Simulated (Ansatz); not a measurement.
# C2H4BO+ (SMILES B1=C[OH+]C1): one structure at several levels

The task here is to estimate one member of a computed series from the others.

The runs use Ansatz 0.2.0, Gaussian basis; single points in def2-TZVPP.

Cores are frozen in the correlated methods.

### The starting structure

SMILES `B1=C[OH+]C1`, 8 atoms, charge 1, spin multiplicity 1.

Atoms are counted from 1 here; the program's logs count them from 0.

Bond lengths: B1–C2 1.416 Å, B1–C4 1.555 Å, C2–O3 1.473 Å, C2–H5 1.050 Å, O3–C4 1.538 Å, O3–H6 1.007 Å, C4–H7 1.101 Å, C4–H8 1.069 Å. Angles: C2–B1–C4 98.2°, B1–C2–O3 86.1°, B1–C2–H5 151.1°, O3–C2–H5 122.8°, C2–O3–C4 96.5°, C2–O3–H6 113.5°, C4–O3–H6 110.7°, B1–C4–O3 79.2°, B1–C4–H7 119.3°, B1–C4–H8 121.3°, O3–C4–H7 109.9°, O3–C4–H8 109.5°, H7–C4–H8 111.7°.

Coordinates:

```xyz
8
charge 1, multiplicity 1
B    -0.5878    0.0503   -1.1106
C    -0.0105    1.1947   -0.5099
O     0.2922    0.3169    0.6331
C    -0.3835   -0.9438    0.0669
H     0.2660    2.2070   -0.5388
H     1.2781    0.1618    0.7707
H     0.3568   -1.7523   -0.0331
H    -1.1955   -1.2284    0.7015
```

The first run:

run/in.yaml reads:

```yaml
crystal:
  periodic: [false, false, false]
  atoms:
    - {symbol: B, position_ang: [-0.587800, 0.050300, -1.110600]}
    - {symbol: C, position_ang: [-0.010500, 1.194700, -0.509900]}
    - {symbol: O, position_ang: [0.292200, 0.316900, 0.633100]}
    - {symbol: C, position_ang: [-0.383500, -0.943800, 0.066900]}
    - {symbol: H, position_ang: [0.266000, 2.207000, -0.538800]}
    - {symbol: H, position_ang: [1.278100, 0.161800, 0.770700]}
    - {symbol: H, position_ang: [0.356800, -1.752300, -0.033100]}
    - {symbol: H, position_ang: [-1.195500, -1.228400, 0.701500]}
basis:
  gaussian: {orbitals: def2-TZVPP}
total_charge: 1
correlation: {method: ccsd_t}
output: {forces: true}
```

The command line of these runs was not kept.

Steps of the session up to this table: CCSD(T)/def2-TZVPP; PBE0-D4/def2-TZVPP; wB97M-V/def2-TZVPP; r2SCAN-D4/def2-TZVPP; PBE-D4/def2-TZVPP; r2SCAN0-D4/def2-TZVPP; B97M-V/def2-TZVPP.

One of the session's tables, all rows but one given; the rest of the session is left out.

```
    method  RMS force component (eV/Å)  angle to CCSD(T) forces (°)
   CCSD(T)                       0.827                    reference
   PBE0-D4                           ?                            ?
   wB97M-V                       0.932                         16.6
 r2SCAN-D4                       0.879                         12.6
    PBE-D4                       0.798                         16.4
r2SCAN0-D4                       0.933                         21.1
    B97M-V                       0.915                         15.7
```

Estimate the missing values for PBE0-D4.

As computed: RMS force component (eV/Å): 0.864; angle to CCSD(T) forces (°): 20.4. In the column «RMS force component (eV/Å)» it lies between CCSD(T) (0.827) and r2SCAN-D4 (0.879).
